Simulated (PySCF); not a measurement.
# C5H7FO: a tour of settings

Aim: see how C5H7FO (`O=C1CCC[C@@H]1F`) answers to the choice of functional, basis, grid and SCF options, and what happens with inputs that are wrong on purpose.

Computed with PySCF 2.14.0, with density-fitted response routines of our own, on a single molecule, in the gas phase or a continuum. Atoms count from 0, in the outputs and in this text.

**1. The molecule as given**

14 atoms, charge 0, multiplicity 1; geometry from: GFN2-xTB.

Bonds of the start (Å): O0–C1 1.20, C1–C2 1.51, C2–C3 1.53, C3–C4 1.53, C4–C5 1.52, C5–F6 1.37, C5–C1 1.54, C2–H7 1.09, C2–H8 1.09, C3–H9 1.09, C3–H10 1.09, C4–H11 1.09, C4–H12 1.09, C5–H13 1.10.

**2. Nuclear shieldings: PBE0/pcSseg-1**

The job: settings as JSON, then the geometry in Å.

```
{"job": {"kind": "nmr", "xc": "PBE0", "basis": "pcSseg-1"}, "charge": 0, "multiplicity": 1}
O      0.174462     2.510520     0.421824
C      0.067894     1.336432     0.216652
C     -1.135775     0.468495     0.501952
C     -0.851098    -0.866340    -0.184088
C      0.672436    -0.991307    -0.136554
C      1.154813     0.432822    -0.389775
F      2.385856     0.677644     0.167408
H     -1.193757     0.349784     1.586876
H     -2.055884     0.950263     0.173952
H     -1.345645    -1.702328     0.306771
H     -1.186550    -0.831297    -1.221736
H      1.061100    -1.701893    -0.863080
H      1.003095    -1.295334     0.857996
H      1.248375     0.662067    -1.460365
```

Level: GIAO PBE0/pcSseg-1 NMR shielding, non-relativistic, gas phase.

Started as:

```
OMP_NUM_THREADS=1 python probes_run.py task.json out
```

This one command runs all jobs of the session in turn.

Log:

```text
coarse grid: 11944 points
cycle   1  E = -369.1488722245  dE =  1.073e+00  |g| = 8.802e-01  |ddm| = 3.302e+00
cycle   2  E = -368.7098514806  dE =  4.390e-01  |g| = 1.773e+00  |ddm| = 2.405e+00
cycle   3  E = -369.2901224431  dE = -5.803e-01  |g| = 1.909e-01  |ddm| = 1.828e+00
cycle   4  E = -369.2970419520  dE = -6.920e-03  |g| = 7.415e-02  |ddm| = 1.938e-01
cycle   5  E = -369.2980190133  dE = -9.771e-04  |g| = 1.534e-02  |ddm| = 6.104e-02
cycle   6  E = -369.2980602587  dE = -4.125e-05  |g| = 5.877e-03  |ddm| = 1.445e-02
cycle   7  E = -369.2980662773  dE = -6.019e-06  |g| = 1.197e-03  |ddm| = 4.768e-03
final grid: 116456 points
cycle   8  E = -369.3582718249  dE = -2.286e-05  |g| = 1.336e-02  |ddm| = 2.685e-02
cycle   9  E = -369.3581761596  dE =  9.567e-05  |g| = 2.625e-02  |ddm| = 2.888e-02
cycle  10  E = -369.3583063497  dE = -1.302e-04  |g| = 2.208e-03  |ddm| = 2.016e-02
cycle  11  E = -369.3583073604  dE = -1.011e-06  |g| = 2.651e-04  |ddm| = 1.666e-03
cycle  12  E = -369.3583073696  dE = -9.182e-09  |g| = 1.435e-04  |ddm| = 3.500e-04
cycle  13  E = -369.3583073726  dE = -2.972e-09  |g| = 2.513e-05  |ddm| = 1.090e-04
cycle  14  E = -369.3583073727  dE = -1.180e-10  |g| = 6.078e-06  |ddm| = 2.655e-05
converged SCF energy = -369.3583073727

GIAO shielding tensors (ppm)
atom      isotropic    diamagn.    paramagn.     s11        s22        s33       span
  0 O     -345.198     395.618    -740.816   -982.261   -433.906    380.573   1362.835
  1 C      -30.611     249.508    -280.119   -109.693    -52.727     70.586    180.279
  2 C      148.209     251.871    -103.662    135.620    140.083    168.925     33.305
  3 C      167.978     248.214     -80.235    156.382    169.244    178.309     21.927
  4 C      153.465     248.462     -94.997    133.146    158.070    169.178     36.032
  5 C       91.604     246.178    -154.574     50.623     91.223    132.967     82.343
  6 F      390.976     469.308     -78.332    366.169    395.483    411.275     45.106
  7 H       29.411      29.621      -0.210     25.693     27.717     34.825      9.132
  8 H       29.489      29.423       0.066     25.321     28.148     34.997      9.677
  9 H       29.708      29.559       0.148     25.517     27.281     36.325     10.808
 10 H       30.116      30.425      -0.309     25.512     28.240     36.595     11.083
 11 H       29.158      29.452      -0.294     25.311     27.388     34.775      9.464
 12 H       29.722      30.064      -0.342     25.899     28.559     34.708      8.809
 13 H       26.812      29.306      -2.494     23.169     27.837     29.429      6.260
```

Run time: 8.5 s. Hardware: 1 thread of AMD EPYC 9R45, shared host; peak memory 0.72 GiB.

Shifts follow as δ = σ(reference) − σ, with reference shieldings (ppm) from runs at the same level and on the same kind of geometry: 1H TMS 31.72, 13C TMS 186.9, 19F CFCl3 170.9, 17O H2O 336.1. The references are single molecules in the gas phase, so shifts against H2O, NH3, PH3, H3PO4 or CFCl3 are not on the usual liquid scales and can be off by tens of ppm.

| atoms | environment | σ (ppm) | δ (ppm) | δ scaled to CDCl3 |
| --- | --- | --- | --- | --- |
| C1 | ketone carbonyl carbon | -30.6 | 217.5 | 210.4 |
| C5 | sp3 CH bonded to F, α to a carbonyl | 91.6 | 95.3 | 91.1 |
| C2 | sp3 CH2 α to a carbonyl | 148.2 | 38.7 | 35.9 |
| C4 | sp3 CH2 in a ring | 153.5 | 33.5 | 30.7 |
| C3 | sp3 CH2 in a ring | 168.0 | 18.9 | 16.6 |
| H13 | hydrogen on an sp3 CH bonded to F, α to a carbonyl | 26.81 | 4.91 | 4.73 |
| H11 | hydrogen on an sp3 CH2 in a ring | 29.16 | 2.56 | 2.52 |
| H7 | hydrogen on an sp3 CH2 α to a carbonyl | 29.41 | 2.31 | 2.28 |
| H8 | hydrogen on an sp3 CH2 α to a carbonyl | 29.49 | 2.23 | 2.21 |
| H9 | hydrogen on an sp3 CH2 in a ring | 29.71 | 2.01 | 2.00 |
| H12 | hydrogen on an sp3 CH2 in a ring | 29.72 | 1.99 | 1.99 |
| H10 | hydrogen on an sp3 CH2 in a ring | 30.12 | 1.60 | 1.62 |
| O0 | ketone oxygen | -345.2 | 681.3 | – |
| F6 | fluorine on an sp3 carbon | 391.0 | -220.0 | – |

The scaled column applies a straight-line fit of computed shieldings to shifts measured in CDCl3; 19F shifts take a fit of their own (root-mean-square error 0.16 ppm for H, 1.9 ppm for C).

The run also stored atomic charges by several schemes (e):

| atoms | Mulliken | IAO | Hirshfeld | ESP fit |
| --- | --- | --- | --- | --- |
| O0 | -0.33 | -0.38 | -0.23 | -0.49 |
| C1 | 0.19 | 0.37 | 0.16 | 0.55 |
| C2 | -0.23 | -0.33 | -0.08 | -0.30 |
| C3 | -0.25 | -0.27 | -0.07 | -0.06 |
| C4 | -0.23 | -0.28 | -0.08 | -0.18 |
| C5 | 0.19 | 0.12 | 0.05 | 0.23 |
| F6 | -0.32 | -0.31 | -0.11 | -0.27 |

Mayer bond orders: O0–C1 2.06, C1–C2 0.97, C2–C3 1.01, C3–C4 1.01, C4–C5 1.01, C5–F6 0.90, C5–C1 0.91.

Ring of atoms C1, C2, C3, C4, C5: NICS(0) 0.3, NICS(1) -2.7, NICS(1)zz -2.1 ppm (means of both faces). The ring holds saturated atoms, so no π current runs round it: these values come from its σ bonds, any local π bonds and neighbouring rings, and say nothing of aromaticity.

**3. Excited states and response: PBE0/def2-SVPD**

Settings changed since step 2:

```diff
@@ -1,2 +1,2 @@
-{"job": {"kind": "nmr", "xc": "PBE0", "basis": "pcSseg-1"}, "charge": 0, "multiplicity": 1}
+{"job": {"kind": "uv", "xc": "PBE0", "basis": "def2-SVPD", "nstates": 6, "ntriplets": 2}, "charge": 0, "multiplicity": 1}
 O      0.174462     2.510520     0.421824
```

With the program's defaults for keys left out, this is: TDDFT PBE0/def2-SVPD, vertical, gas phase, core orbitals frozen in the response.

Log:

```text
coarse grid: 11944 points
cycle   1  E = -368.9495903346  dE =  1.009e+00  |g| = 8.336e-01  |ddm| = 5.039e+00
cycle   2  E = -368.5158391541  dE =  4.338e-01  |g| = 1.723e+00  |ddm| = 3.718e+00
cycle   3  E = -369.0839848067  dE = -5.681e-01  |g| = 1.748e-01  |ddm| = 2.962e+00
cycle   4  E = -369.0899403220  dE = -5.956e-03  |g| = 7.089e-02  |ddm| = 3.112e-01
cycle   5  E = -369.0908992195  dE = -9.589e-04  |g| = 1.470e-02  |ddm| = 1.029e-01
cycle   6  E = -369.0909370546  dE = -3.784e-05  |g| = 5.627e-03  |ddm| = 2.366e-02
cycle   7  E = -369.0909429285  dE = -5.874e-06  |g| = 1.018e-03  |ddm| = 7.693e-03
final grid: 116456 points
cycle   8  E = -369.1504559428  dE = -2.327e-05  |g| = 1.259e-02  |ddm| = 1.125e-01
cycle   9  E = -369.1503674938  dE =  8.845e-05  |g| = 2.474e-02  |ddm| = 4.512e-02
cycle  10  E = -369.1504878573  dE = -1.204e-04  |g| = 2.124e-03  |ddm| = 3.190e-02
cycle  11  E = -369.1504888181  dE = -9.608e-07  |g| = 2.604e-04  |ddm| = 2.475e-03
cycle  12  E = -369.1504888277  dE = -9.625e-09  |g| = 1.428e-04  |ddm| = 6.931e-04
cycle  13  E = -369.1504888311  dE = -3.333e-09  |g| = 2.564e-05  |ddm| = 1.674e-04
cycle  14  E = -369.1504888312  dE = -1.361e-10  |g| = 5.673e-06  |ddm| = 8.123e-05
converged SCF energy = -369.1504888312

Static polarisability (au): isotropic 59.136, principal 49.749 61.364 66.294

Singlet excitations
state   eV       nm        f      main configurations
  1   4.0104    309.2   0.00008   H->L 0.98
  2   6.8144    181.9   0.00772   H->L+1 0.96
  3   7.1230    174.1   0.02257   H-1->L 0.93
  4   7.4505    166.4   0.01933   H->L+2 0.33, H->L+3 0.20, H-3->L 0.18
  5   7.5670    163.8   0.00865   H->L+2 0.51, H-3->L 0.24, H-2->L 0.12
  6   7.6576    161.9   0.01075   H->L+3 0.44, H-3->L 0.32, H->L+4 0.17

Triplet excitations (Tamm-Dancoff, eV): 3.4389 5.7230
```

Run time: 12 s. Hardware: 1 thread of AMD EPYC 9R45, shared host; peak memory 0.83 GiB.

The orbitals next to the gap, with their largest atomic shares:

| orbital | eV | atoms |
| --- | --- | --- |
| HOMO−3 | -10.34 | C3 22 %, C2 22 %, C4 16 % |
| HOMO−2 | -9.99 | C3 20 %, C2 14 %, H10 12 % |
| HOMO−1 | -9.68 | F6 30 %, C5 19 %, C4 16 % |
| HOMO | -7.39 | O0 52 %, C1 13 %, C5 12 % |
| LUMO | -1.20 | C1 35 %, O0 29 %, C5 9 % |
| LUMO+1 | 0.47 | C3 18 %, C2 11 %, H10 11 % |
| LUMO+2 | 1.28 | C1 13 %, O0 11 %, H9 9 % |

With each of the 6 states as a Gaussian band of 0.4 eV half-width at 1/e, the curve within the window shown has maxima at 168 nm (ε 2,000) L/(mol cm). Beyond the last state computed it falls off for lack of states. The curve at chosen wavelengths:

```tsv
nm	ε (L/mol/cm)
156	552
164	1754
173	1759
181	1007
189	352
197	73
206	7
214	1
222	0
231	0
239	0
247	0
255	0
264	0
272	0
280	1
288	2
297	3
305	3
313	3
322	3
330	2
338	2
346	1
355	1
363	0
```

Ground-state properties from the same run:

| property | computed |
| --- | --- |
| dipole moment (D) | 4.24 |
| polarisability (Å³) | 8.76 |
| HOMO–LUMO gap (eV) | 6.19 |
| −ε(HOMO) (eV) | 7.39 |

**4. Ultraviolet spectrum: KT3/aug-cc-pVDZ in acetonitrile**

Settings changed since step 3:

```diff
@@ -1,2 +1,2 @@
-{"job": {"kind": "uv", "xc": "PBE0", "basis": "def2-SVPD", "nstates": 6, "ntriplets": 2}, "charge": 0, "multiplicity": 1}
+{"job": {"kind": "uv", "xc": "KT3", "basis": "aug-cc-pVDZ", "solvent": "acetonitrile", "nstates": 6, "ntriplets": 2, "tda": false, "scf": {"conv": 1e-06}}, "charge": 0, "multiplicity": 1}
 O      0.174462     2.510520     0.421824
```

With the program's defaults for keys left out, this is: TDDFT KT3/aug-cc-pVDZ, vertical, IEF-PCM acetonitrile (non-equilibrium linear response), core orbitals frozen in the response.

Log:

```text
final grid: 116456 points
cycle   1  E = -375.0181685821  dE =  9.255e-01  |g| = 9.934e-01  |ddm| = 1.180e+01
cycle   2  E = -374.1064111055  dE =  9.118e-01  |g| = 2.279e+00  |ddm| = 5.291e+00
cycle   3  E = -375.1836648541  dE = -1.077e+00  |g| = 3.500e-01  |ddm| = 4.188e+00
cycle   4  E = -375.2106226395  dE = -2.696e-02  |g| = 1.139e-01  |ddm| = 9.571e-01
cycle   5  E = -375.2131449544  dE = -2.522e-03  |g| = 3.338e-02  |ddm| = 3.136e-01
cycle   6  E = -375.2133462213  dE = -2.013e-04  |g| = 1.201e-02  |ddm| = 7.853e-02
cycle   7  E = -375.2133748426  dE = -2.862e-05  |g| = 2.074e-03  |ddm| = 3.024e-02
cycle   8  E = -375.2133757606  dE = -9.180e-07  |g| = 7.428e-04  |ddm| = 6.563e-03
converged SCF energy = -375.2133757606

Static polarisability (au): isotropic 82.801, principal 69.825 86.035 92.541

Singlet excitations
state   eV       nm        f      main configurations
  1   3.9517    313.7   0.00041   H->L 1.00
  2   5.4767    226.4   0.00930   H->L+1 1.00
  3   5.9069    209.9   0.01276   H->L+2 0.99
  4   5.9587    208.1   0.02190   H-1->L 0.88
  5   5.9879    207.1   0.00237   H->L+3 0.97
  6   6.0355    205.4   0.00447   H->L+4 0.94

Triplet excitations (Tamm-Dancoff, eV): 3.4784 5.4380
```

It took 12 s on 1 thread of AMD EPYC 9R45, shared host; peak memory 0.89 GiB.

This run: HOMO -5.98 eV, LUMO -2.15 eV; lowest singlet 3.95 eV.

**5. Ultraviolet spectrum: PBE0/6-31G**

Settings changed since step 4:

```diff
@@ -1,2 +1,2 @@
-{"job": {"kind": "uv", "xc": "KT3", "basis": "aug-cc-pVDZ", "solvent": "acetonitrile", "nstates": 6, "ntriplets": 2, "tda": false, "scf": {"conv": 1e-06}}, "charge": 0, "multiplicity": 1}
+{"job": {"kind": "uv", "xc": "PBE0", "basis": "6-31G", "nstates": 12, "ntriplets": 2, "tda": false, "scf": {"aux": "def2-qzvpp-jkfit", "conv": 1e-07}}, "charge": 0, "multiplicity": 1}
 O      0.174462     2.510520     0.421824
```

Level: TDDFT PBE0/6-31G, vertical, gas phase, core orbitals frozen in the response.

Log:

```text
final grid: 116456 points
cycle   1  E = -369.1154297289  dE =  1.201e+00  |g| = 9.098e-01  |ddm| = 3.569e+00
cycle   2  E = -368.5661920557  dE =  5.492e-01  |g| = 1.908e+00  |ddm| = 3.462e+00
cycle   3  E = -369.2840691149  dE = -7.179e-01  |g| = 1.886e-01  |ddm| = 2.626e+00
cycle   4  E = -369.2911687796  dE = -7.100e-03  |g| = 7.026e-02  |ddm| = 2.577e-01
cycle   5  E = -369.2920379378  dE = -8.692e-04  |g| = 1.870e-02  |ddm| = 7.891e-02
cycle   6  E = -369.2921127823  dE = -7.484e-05  |g| = 4.739e-03  |ddm| = 2.273e-02
cycle   7  E = -369.2921169586  dE = -4.176e-06  |g| = 1.406e-03  |ddm| = 5.523e-03
cycle   8  E = -369.2921173954  dE = -4.368e-07  |g| = 1.799e-04  |ddm| = 2.668e-03
cycle   9  E = -369.2921174027  dE = -7.288e-09  |g| = 4.407e-05  |ddm| = 3.579e-04
converged SCF energy = -369.2921174027

Static polarisability (au): isotropic 48.722, principal 41.668 49.347 55.152

Singlet excitations
state   eV       nm        f      main configurations
  1   3.9770    311.8   0.00011   H->L 0.98
  2   7.1375    173.7   0.01947   H-1->L 0.95
  3   7.5580    164.0   0.00450   H-3->L 0.67, H-2->L 0.21, H-4->L 0.09
  4   7.9082    156.8   0.02695   H-2->L 0.69, H-3->L 0.23
  5   8.1977    151.2   0.00484   H-4->L 0.78, H-5->L 0.10, H-3->L 0.08
  6   8.2564    150.2   0.00602   H->L+1 0.98
  7   8.6710    143.0   0.00271   H-6->L 0.76
  8   8.8258    140.5   0.01213   H->L+2 0.65, H-5->L 0.20
  9   9.0693    136.7   0.02437   H-5->L 0.44, H->L+2 0.26, H-6->L 0.11
 10   9.5453    129.9   0.02500   H->L+3 0.90
 11   9.7994    126.5   0.01155   H-7->L 0.53, H-8->L 0.32, H-6->L 0.10
 12   9.9044    125.2   0.00977   H->L+4 0.92

Triplet excitations (Tamm-Dancoff, eV): 3.3734 5.7217
```

Wall time 4.2 s (1 thread of AMD EPYC 9R45, shared host); peak memory 0.53 GiB.

In short: HOMO -7.11 eV, LUMO -0.88 eV; lowest singlet 3.98 eV.

**6. Excited states and response: WP04/def2-TZVP**

Settings changed since step 5:

```diff
@@ -1,2 +1,2 @@
-{"job": {"kind": "uv", "xc": "PBE0", "basis": "6-31G", "nstates": 12, "ntriplets": 2, "tda": false, "scf": {"aux": "def2-qzvpp-jkfit", "conv": 1e-07}}, "charge": 0, "multiplicity": 1}
+{"job": {"kind": "uv", "xc": "WP04", "basis": "def2-TZVP", "nstates": 1, "ntriplets": 0, "tda": false, "scf": {"diis": false, "max_cycle": 82}}, "charge": 0, "multiplicity": 1}
 O      0.174462     2.510520     0.421824
```

Level: TDDFT WP04/def2-TZVP, vertical, gas phase, core orbitals frozen in the response.

Log:

```text
final grid: 116456 points
cycle   1  E = -377.6890792196  dE =  9.925e-01  |g| = 1.333e+00  |ddm| = 3.095e+00
cycle   2  E = -376.5286750604  dE =  1.160e+00  |g| = 2.759e+00  |ddm| = 8.163e+00
cycle   3  E = -374.8900303630  dE =  1.639e+00  |g| = 4.353e+00  |ddm| = 8.610e+00
cycle   4  E = -358.5774031923  dE =  1.631e+01  |g| = 8.153e+00  |ddm| = 2.206e+01
cycle   5  E = -274.5059406483  dE =  8.407e+01  |g| = 1.926e+01  |ddm| = 1.594e+02
cycle   6  E = -260.5537263132  dE =  1.395e+01  |g| = 1.659e+01  |ddm| = 1.656e+02
cycle   7  E = -172.2501013343  dE =  8.830e+01  |g| = 2.405e+01  |ddm| = 3.368e+01
cycle   8  E = -171.9822807155  dE =  2.678e-01  |g| = 2.342e+01  |ddm| = 1.028e+02
cycle   9  E = -191.1389499378  dE = -1.916e+01  |g| = 2.286e+01  |ddm| = 1.010e+02
cycle  10  E = -177.4992968288  dE =  1.364e+01  |g| = 2.264e+01  |ddm| = 7.368e+01
[... 62 cycles left out ...]
cycle  73  E = -179.7026614019  dE = -9.063e+00  |g| = 2.468e+01  |ddm| = 9.486e+01
cycle  74  E = -170.6399227423  dE =  9.063e+00  |g| = 2.323e+01  |ddm| = 9.486e+01
cycle  75  E = -179.7026614019  dE = -9.063e+00  |g| = 2.468e+01  |ddm| = 9.486e+01
cycle  76  E = -170.6399227423  dE =  9.063e+00  |g| = 2.323e+01  |ddm| = 9.486e+01
cycle  77  E = -179.7026614019  dE = -9.063e+00  |g| = 2.468e+01  |ddm| = 9.486e+01
cycle  78  E = -170.6399227423  dE =  9.063e+00  |g| = 2.323e+01  |ddm| = 9.486e+01
cycle  79  E = -179.7026614019  dE = -9.063e+00  |g| = 2.468e+01  |ddm| = 9.486e+01
cycle  80  E = -170.6399227423  dE =  9.063e+00  |g| = 2.323e+01  |ddm| = 9.486e+01
cycle  81  E = -179.7026614019  dE = -9.063e+00  |g| = 2.468e+01  |ddm| = 9.486e+01
cycle  82  E = -170.6399227423  dE =  9.063e+00  |g| = 2.323e+01  |ddm| = 9.486e+01
SCF not converged, last energy = -170.6399227423
```

Run time: 61 s. Hardware: 1 thread of AMD EPYC 9R45, shared host; peak memory 0.83 GiB.

Diagnosis: The SCF swings between two densities 9.06 Eh apart: plain iteration without DIIS overshoots. Cure: turn DIIS on. Numbers printed on the way are no properties of the molecule.

**7. Run by run: electronic excitations**

Excitations and ground-state properties, with basis size and wall time:

| run | lowest singlet (eV) | brightest (eV) | f | gap (eV) | α (Å³) | μ (D) | functions | time |
| --- | --- | --- | --- | --- | --- | --- | --- | --- |
| PBE0/def2-SVPD | 4.01 | 7.12 | 0.023 | 6.19 | 8.76 | 4.24 | 202 | 12 s |
| KT3/aug-cc-pVDZ in acetonitrile | 3.95 | 5.96 | 0.022 | 3.83 | 12.27 | 5.23 | 224 | 12 s |
| PBE0/6-31G | 3.98 | 7.91 | 0.027 | 6.22 | 7.22 | 4.20 | 77 | 4.2 s |

**8. Summary of results**

```
                                quantity                                            value
  13C shifts against TMS (PBE0/pcSseg-1)                217.5, 95.3, 38.7, 33.5, 18.9 ppm
   1H shifts against TMS (PBE0/pcSseg-1)     4.91, 2.56, 2.31, 2.23, 2.01, 1.99, 1.60 ppm
  17O shifts against H2O (PBE0/pcSseg-1)                                        681.3 ppm
19F shifts against CFCl3 (PBE0/pcSseg-1)                                       -220.0 ppm
         lowest singlet (PBE0/def2-SVPD)                      4.01 eV (309 nm), f = 0.000
brightest single state of those computed                      state 3, 7.12 eV, f = 0.023
                          lowest triplet                                          3.44 eV
             range of the lowest singlet                                  3.95 to 4.01 eV
           property runs in this session  5, of which 1 failed and 0 gave unsound results
```

Single values in the summary come from the first sound run of each kind (PBE0/pcSseg-1; PBE0/def2-SVPD), which need not be the best level. The most deshielded carbon is C1 (ketone carbonyl carbon), at 217.5 ppm: low-lying n→π* states of the double bond to the heteroatom give a large paramagnetic term (-280 ppm). The most deshielded hydrogen is H13 (hydrogen on an sp3 CH bonded to F, α to a carbonyl), at 4.91 ppm: its carbon carries F, hence the downfield position. At PBE0/pcSseg-1: The largest span, 1363 ppm, is at O0, where the paramagnetic term is -741 ppm. The lowest singlet, at 4.01 eV, is HOMO→LUMO 0.98 and is dark; of the 6 states computed, the strongest absorption comes from state 3 at 7.12 eV. The lowest triplet lies 0.57 eV below the lowest singlet (triplets in Tamm-Dancoff, singlets in full TDDFT). The lowest singlet runs from 3.95 eV (KT3/aug-cc-pVDZ in acetonitrile) to 4.01 eV (PBE0/def2-SVPD), while the orbital gap spans 3.83 to 6.22 eV. The lowest state need not be the same one in every run. The runs solved for a few states only, so the brightest column depends on that window.
